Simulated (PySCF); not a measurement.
# C₇H₅BO: excited states, first hyperpolarisability

What do calculations give for the excited states, first hyperpolarisability of C₇H₅BO (`C#CC1=CC=C(C=O)B1`)?

Programs: PySCF 2.14.0, with routines of our own; each step states its level. All values are computed. Atoms count from 0.

## 1. The system as given

14 atoms, charge 0, multiplicity 1; geometry from: GFN2-xTB.

## 2. Relaxing the molecule at PBE0-D3(BJ)/def2-SVP

What the job is given:

```
{"job": {"xc": "PBE0", "basis": "def2-SVP", "d3": "d3bj", "grid": 2, "kind": "geom"}, "charge": 0, "multiplicity": 1}
C     -3.649378     0.295160    -0.321066
C     -2.467552     0.136276    -0.145375
C     -1.089594    -0.015712     0.021280
C     -0.499529    -0.822667     0.937111
C      0.951194    -0.748215     0.845663
C      1.367620     0.105710    -0.127222
C      2.768139     0.351030    -0.411890
O      3.194367     1.096757    -1.263047
B      0.075468     0.702551    -0.803376
H     -4.680022     0.427021    -0.466798
H     -1.007061    -1.449527     1.652676
H      1.593964    -1.322418     1.497000
H      3.467676    -0.219866     0.237010
H     -0.025971     1.463430    -1.674133
```

Command:

```sh
$ OMP_NUM_THREADS=1 python excited_run.py task.json out
```

This one command runs all jobs of the session in turn.

Standard output:

```text
step   0  E = -368.98989441  max force = 0.020709
step   1  E = -368.99298323  max force = 0.003406
step   2  E = -368.99300492  max force = 0.000869
step   3  E = -368.99299917  max force = 0.001835
step   4  E = -368.99301447  max force = 0.000556
step   5  E = -368.99301504  max force = 0.000473
step   6  E = -368.99301690  max force = 0.000098
optimisation converged
```

It took 67 s on 1 thread of Arm Neoverse V1, shared host; peak memory 0.73 GiB.

Along the way:

```
step  energy from step 0 (eV)  largest force component (eV/Å)
   0                   0.0000                          1.0649
   1                  -0.0841                          0.1751
   2                  -0.0846                          0.0447
   3                  -0.0845                          0.0944
   4                  -0.0849                          0.0286
   5                  -0.0849                          0.0243
   6                  -0.0850                          0.0050
```

Distances of close pairs at the start and the end, largest changes first:

```
  bond  before (Å)  after (Å)  change (Å)
B8–H13       1.161      1.200      +0.040
 C3–C4       1.456      1.481      +0.025
 C0–H9       1.049      1.074      +0.025
C4–H11       1.080      1.097      +0.016
C3–H10       1.078      1.093      +0.015
 C1–C2       1.396      1.410      +0.013
 C5–C6       1.450      1.461      +0.011
 C0–C1       1.205      1.217      +0.011
```

The next job starts from the end point, and lists it.

```
                         at the end point                value
  point group (found at 0.08 Å tolerance)                   Cs
rotational constants (GHz, main isotopes)  5.081, 0.854, 0.731
                        dipole moment (D)                 3.93
```

## 3. Excited states: TDA CAM-B3LYP/def2-TZVP

What the job is given:

```
{"job": {"kind": "states", "xc": "CAM-B3LYP", "basis": "def2-TZVP", "tda": true, "soc": true, "nstates": 6, "ntriplets": 5, "nquad": 4}, "charge": 0, "multiplicity": 1}
C     -3.632257     0.319924    -0.573676
C     -2.443148     0.148822    -0.382242
C     -1.055661    -0.016783    -0.196491
C     -0.452421    -0.824386     0.716774
C      1.023184    -0.741059     0.622167
C      1.443452     0.114468    -0.345362
C      2.851005     0.376162    -0.638973
O      3.246604     1.134275    -1.492508
B      0.133317     0.695494    -1.004739
H     -4.683226     0.468915    -0.740310
H     -0.966292    -1.463185     1.439815
H      1.681986    -1.321583     1.278914
H      3.577247    -0.191984     0.001974
H      0.021584     1.484253    -1.902688
```

With the program's defaults for keys left out, this is: TDA CAM-B3LYP/def2-TZVP excited states, vertical, gas phase, spin-orbit mean-field couplings.

Standard output:

```text
coarse grid: 12880 points
cycle   1  E = -369.4627066588  dE =  1.719e+00  |g| = 8.870e-01  |ddm| = 4.816e+00
cycle   2  E = -369.1310035029  dE =  3.317e-01  |g| = 1.609e+00  |ddm| = 6.324e+00
cycle   3  E = -369.6332410992  dE = -5.022e-01  |g| = 1.060e-01  |ddm| = 5.149e+00
cycle   4  E = -369.6357934413  dE = -2.552e-03  |g| = 5.903e-02  |ddm| = 1.727e-01
cycle   5  E = -369.6366640621  dE = -8.706e-04  |g| = 1.439e-02  |ddm| = 8.177e-02
cycle   6  E = -369.6367178454  dE = -5.378e-05  |g| = 7.505e-03  |ddm| = 2.934e-02
cycle   7  E = -369.6367373495  dE = -1.950e-05  |g| = 3.545e-03  |ddm| = 1.568e-02
cycle   8  E = -369.6367425413  dE = -5.192e-06  |g| = 1.536e-03  |ddm| = 9.209e-03
final grid: 127736 points
cycle   9  E = -369.6301239537  dE = -3.441e-05  |g| = 3.928e-03  |ddm| = 8.149e-02
cycle  10  E = -369.6301230659  dE =  8.878e-07  |g| = 4.694e-03  |ddm| = 8.124e-03
cycle  11  E = -369.6301277876  dE = -4.722e-06  |g| = 1.131e-03  |ddm| = 5.843e-03
cycle  12  E = -369.6301280643  dE = -2.767e-07  |g| = 2.289e-04  |ddm| = 1.249e-03
cycle  13  E = -369.6301280999  dE = -3.566e-08  |g| = 1.497e-04  |ddm| = 7.520e-04
cycle  14  E = -369.6301281106  dE = -1.068e-08  |g| = 5.633e-05  |ddm| = 2.964e-04
cycle  15  E = -369.6301281167  dE = -6.092e-09  |g| = 3.457e-05  |ddm| = 2.822e-04
cycle  16  E = -369.6301281176  dE = -9.412e-10  |g| = 1.504e-05  |ddm| = 9.507e-05
converged SCF energy = -369.6301281176

Singlet excitations
state   eV       nm        f     d(h-e)  d(exc)  Lambda  PR(NTO)  |dmu|/D   mu/D   main configurations
  1   2.3836   520.2   0.07866   0.451   3.005   0.704   1.032    1.498    5.542   H->L 0.93
  2   3.0271   409.6   0.00002   1.896   3.463   0.322   1.042    5.291    3.610   H-1->L 0.88
  3   3.4879   355.5   0.00001   1.501   3.357   0.378   1.091    4.223    6.850   H-2->L 0.90
  4   4.5313   273.6   0.00071   0.911   2.565   0.469   1.760    2.153    2.784   H-1->L+1 0.53, H-4->L 0.34
  5   4.7522   260.9   0.00011   1.117   2.827   0.476   1.559                     H-4->L 0.61, H-1->L+1 0.27
  6   4.9190   252.1   0.12440   1.378   3.552   0.644   1.284                     H-3->L 0.83

Triplet excitations (Tamm-Dancoff)
state   eV     d(h-e)  d(exc)  Lambda  PR(NTO)   main configurations
  1   1.1510   0.193   2.882   0.709   1.047   H->L 0.93
  2   2.7448   1.677   3.262   0.337   1.075   H-1->L 0.78, H-1->L+1 0.14
  3   3.1855   1.337   3.161   0.390   1.177   H-2->L 0.82
  4   3.4389   0.341   2.669   0.670   1.627   H-3->L 0.61, H->L+2 0.18
  5   4.0338   0.779   2.537   0.471   1.640   H-4->L 0.56, H-1->L+1 0.29
S1 - T1 = 1.2326 eV

Spin-orbit couplings |<S|Hso|T>| (cm-1)
             T1       T2       T3       T4       T5
S0        0.017   37.261   16.204    0.008   30.960
S1        0.012   10.367    7.803    0.005    0.386
S2       11.540    0.201    1.201   11.476    5.031
S3        7.907    0.656    0.104    7.842    0.938
S4        1.626    3.697    0.309    5.911    0.206
S5        6.056    6.456    0.133    2.195    3.334
S6        0.005    5.805    7.383    0.010    2.841
T1 sublevels (cm-1): 0.000 0.001 0.001   radiative rates (1/s): 0.00645 1.68e-06 0.000484
```

Run time: 89 s. Hardware: 1 thread of Arm Neoverse V1, shared host; peak memory 1.3 GiB.

Key values:

```
  quantity    value
S1 less T1  1.23 eV
```

The fields below are evaluated on a grid from the run's orbitals.

Frontier orbitals at CAM-B3LYP/def2-TZVP, with the share of their density that lies nearest to each atom:

```
orbital  energy (eV)                                                   lies on
   HOMO        -8.05  4 C atoms about 18 % each; C1, C4 about 7 % each; O7 6 %
   LUMO        -2.72                  B8 25 %; C4 17 %; C2, C3 about 12 % each
```

ELF in a plane through or near 14 of the atoms.

Ten even steps from ' ' (0.00) to '@' (1.00):
```
                                                        
                                                        
                          ....                          
                ....    --@@@@##                        
          ..--**##**::  @@@@@@@@--                      
          ==##%%%%%%--  @@@@@@@@::    ....              
          ++%%##**##..  **@@@@##    ::++==--====        
          --**####++..--**::::++....++##**##@@@@++      
              ------%%**@@::--@@++**++%%..%%@@@@%%      
          ..++%%--**%%**##==##**==%%==##++**@@@@%%      
          %%@@@@@@--++****  --==::%%--%%##**##**::      
          %%@@@@##  --##==**++@@**==++####++--..        
          ::####  ..**++==@@==::==    --==::..          
                  %%@@@@**##++@@%%..    ..              
                ..@@@@@@==..**@@@@##                    
                  %%@@@@..  **@@@@##                    
                    ::::    ..%%##..                    
                                                        
                                                        
                                                        
```
The map spans 14.7 Å across and 9.7 Å up, centred on the molecule. Atoms in the plane (x, y in Å): C0 (3.7, 0.4), C1 (2.5, 0.2), C2 (1.1, -0.1), C3 (0.5, -1.3), C4 (-1.0, -1.1), C5 (-1.4, 0.2), C6 (-2.8, 0.6), O7 (-3.2, 1.7), B8 (-0.1, 1.0), H9 (4.7, 0.6), H10 (1.0, -2.2), H11 (-1.7, -2.0), H12 (-3.5, -0.3), H13 (0.1, 2.2).

On the surface of density 0.002 e/bohr³ the electrostatic potential runs, from the 1st to the 99th percentile, from -1.76 V near O7 to 1.77 V near B8.

## 4. Excited states: TDDFT CAM-B3LYP/aug-cc-pVDZ

The job, as its differences from that of step 3:

```diff
@@ -1,2 +1,2 @@
-{"job": {"kind": "states", "xc": "CAM-B3LYP", "basis": "def2-TZVP", "tda": true, "soc": true, "nstates": 6, "ntriplets": 5, "nquad": 4}, "charge": 0, "multiplicity": 1}
+{"job": {"kind": "states", "xc": "CAM-B3LYP", "basis": "aug-cc-pVDZ", "tpa": true, "nstates": 8, "nquad": 6, "ntriplets": 0}, "charge": 0, "multiplicity": 1}
 C     -3.632257     0.319924    -0.573676
```

Method: TDDFT CAM-B3LYP/aug-cc-pVDZ excited states, vertical, gas phase, two-photon moments by quadratic response.

Standard output:

```text
coarse grid: 12880 points
cycle   1  E = -369.3389024635  dE =  1.768e+00  |g| = 8.314e-01  |ddm| = 3.314e+01
cycle   2  E = -369.0236328701  dE =  3.153e-01  |g| = 1.533e+00  |ddm| = 7.916e+00
cycle   3  E = -369.5009680040  dE = -4.773e-01  |g| = 8.777e-02  |ddm| = 5.251e+00
cycle   4  E = -369.5028929095  dE = -1.925e-03  |g| = 5.306e-02  |ddm| = 6.767e-01
cycle   5  E = -369.5036486267  dE = -7.557e-04  |g| = 1.319e-02  |ddm| = 3.019e-01
cycle   6  E = -369.5036986859  dE = -5.006e-05  |g| = 6.939e-03  |ddm| = 8.636e-02
cycle   7  E = -369.5037167831  dE = -1.810e-05  |g| = 3.254e-03  |ddm| = 6.042e-02
cycle   8  E = -369.5037215747  dE = -4.792e-06  |g| = 1.446e-03  |ddm| = 1.855e-02
final grid: 127736 points
cycle   9  E = -369.5302978387  dE = -1.855e-05  |g| = 3.179e-03  |ddm| = 3.139e-01
cycle  10  E = -369.5302979764  dE = -1.377e-07  |g| = 3.520e-03  |ddm| = 4.291e-02
cycle  11  E = -369.5303010681  dE = -3.092e-06  |g| = 9.066e-04  |ddm| = 1.670e-02
cycle  12  E = -369.5303012829  dE = -2.147e-07  |g| = 2.092e-04  |ddm| = 4.868e-03
cycle  13  E = -369.5303013194  dE = -3.657e-08  |g| = 1.452e-04  |ddm| = 2.068e-03
cycle  14  E = -369.5303013309  dE = -1.144e-08  |g| = 4.864e-05  |ddm| = 8.012e-04
cycle  15  E = -369.5303013355  dE = -4.663e-09  |g| = 3.188e-05  |ddm| = 7.274e-04
cycle  16  E = -369.5303013363  dE = -7.706e-10  |g| = 9.330e-06  |ddm| = 2.746e-04
converged SCF energy = -369.5303013363

Singlet excitations
state   eV       nm        f     d(h-e)  d(exc)  Lambda  PR(NTO)  |dmu|/D   mu/D   delta(TPA)   sigma/GM   main configurations
  1   2.1809   568.5   0.05182   0.446   3.004   0.694   1.056    1.333    5.406      180.64      0.315   H->L 0.95
  2   2.9974   413.6   0.00003   1.922   3.486   0.317   1.041    5.327    3.550        0.57      0.002   H-1->L 0.88
  3   3.4599   358.3   0.00000   1.518   3.370   0.374   1.091    4.250    6.914        0.55      0.002   H-2->L 0.90
  4   4.4657   277.6   0.00103   0.963   2.619   0.455   1.645    2.229    2.831       34.92      0.255   H-1->L+1 0.56, H-4->L 0.29
  5   4.7040   263.6   0.00025   1.097   2.842   0.473   1.480    2.509    2.321        0.70      0.006   H-4->L 0.67, H-1->L+1 0.22
  6   4.8113   257.7   0.10963   1.335   3.525   0.629   1.269    3.423    6.595    46645.61    395.588   H-3->L 0.88
  7   5.2095   238.0   0.00031   0.738   2.776   0.522   1.227                                            H-5->L 0.86
  8   5.4376   228.0   0.40428   1.533   3.667   0.525   1.280                                            H->L+1 0.84
```

Run time: 74 s. Hardware: 1 thread of Arm Neoverse V1, shared host; peak memory 1.1 GiB.

## 5. First hyperpolarisability: quadratic response CAM-B3LYP/aug-cc-pVDZ

The job, as its differences from that of step 4:

```diff
@@ -1,2 +1,2 @@
-{"job": {"kind": "states", "xc": "CAM-B3LYP", "basis": "aug-cc-pVDZ", "tpa": true, "nstates": 8, "nquad": 6, "ntriplets": 0}, "charge": 0, "multiplicity": 1}
+{"job": {"kind": "beta", "xc": "CAM-B3LYP", "basis": "aug-cc-pVDZ"}, "charge": 0, "multiplicity": 1}
 C     -3.632257     0.319924    -0.573676
```

With the program's defaults for keys left out, this is: quadratic response CAM-B3LYP/aug-cc-pVDZ first hyperpolarisability, Taylor convention, gas phase.

Standard output:

```text
coarse grid: 12880 points
cycle   1  E = -369.3389024635  dE =  1.768e+00  |g| = 8.314e-01  |ddm| = 3.314e+01
cycle   2  E = -369.0236328701  dE =  3.153e-01  |g| = 1.533e+00  |ddm| = 7.916e+00
cycle   3  E = -369.5009680040  dE = -4.773e-01  |g| = 8.777e-02  |ddm| = 5.251e+00
cycle   4  E = -369.5028929095  dE = -1.925e-03  |g| = 5.306e-02  |ddm| = 6.767e-01
cycle   5  E = -369.5036486267  dE = -7.557e-04  |g| = 1.319e-02  |ddm| = 3.019e-01
cycle   6  E = -369.5036986859  dE = -5.006e-05  |g| = 6.939e-03  |ddm| = 8.636e-02
cycle   7  E = -369.5037167831  dE = -1.810e-05  |g| = 3.254e-03  |ddm| = 6.042e-02
cycle   8  E = -369.5037215747  dE = -4.792e-06  |g| = 1.446e-03  |ddm| = 1.855e-02
final grid: 127736 points
cycle   9  E = -369.5302978387  dE = -1.855e-05  |g| = 3.179e-03  |ddm| = 3.139e-01
cycle  10  E = -369.5302979764  dE = -1.377e-07  |g| = 3.520e-03  |ddm| = 4.291e-02
cycle  11  E = -369.5303010681  dE = -3.092e-06  |g| = 9.066e-04  |ddm| = 1.670e-02
cycle  12  E = -369.5303012829  dE = -2.147e-07  |g| = 2.092e-04  |ddm| = 4.868e-03
cycle  13  E = -369.5303013194  dE = -3.657e-08  |g| = 1.452e-04  |ddm| = 2.068e-03
cycle  14  E = -369.5303013309  dE = -1.144e-08  |g| = 4.864e-05  |ddm| = 8.012e-04
cycle  15  E = -369.5303013355  dE = -4.663e-09  |g| = 3.188e-05  |ddm| = 7.274e-04
cycle  16  E = -369.5303013363  dE = -7.706e-10  |g| = 9.330e-06  |ddm| = 2.746e-04
converged SCF energy = -369.5303013363

Lowest singlets (eV, f): 2.1809 0.0518  2.9974 0.0000  3.4599 0.0000

First hyperpolarisability (au)
process     nm      |vector|   parallel      HRS      DR
static         -     1198.96     318.99     498.35   4.936
shg       1907.0     1702.99     456.24     706.61   4.989
eope      1907.0     1327.81     353.63          -       -
eope      1064.0     1747.95     469.43          -       -
```

Wall time 59 s (1 thread of Arm Neoverse V1, shared host); peak memory 1 GiB.

Warnings kept with the result: second harmonic within 0.3 eV of the first excitation or beyond it: left out.

## 6. Summary of results

| quantity | value |
| --- | --- |
| point group | Cs |
| rotational constants (main isotopes) | 5.08, 0.85, 0.73 GHz |
| S1 less T1 (step 3, TDA CAM-B3LYP/def2-TZVP) | 1.23 eV |
| surface potential, 1st and 99th percentile | -1.76 V and 1.77 V |
| β vector (step 5, quadratic response CAM-B3LYP/aug-cc-pVDZ) | static 1199, SHG 1907.0 nm 1703 au |

What this shows: The optimisation took 6 steps and gained 0.085 eV; among the close pairs (by a distance rule), B8–H13 changed most, from 1.161 to 1.200 Å. No frequency check was run at this level, so the end point may be a saddle. In step 3, the number of triplets below S1 is 1, and the largest singlet-triplet spin-orbit coupling is S0–T2, 37.26 cm⁻¹. At CAM-B3LYP/def2-TZVP, counted by nearest atom on the grid, the HOMO lies on 4 C atoms about 18 % each; C1, C4 about 7 % each, the LUMO on B8 25 %; C4 17 %. β grows from 1199 au (static) to 1703 au for doubling at 1907.0 nm: normal dispersion, which grows as twice the photon energy moves toward the bright states.
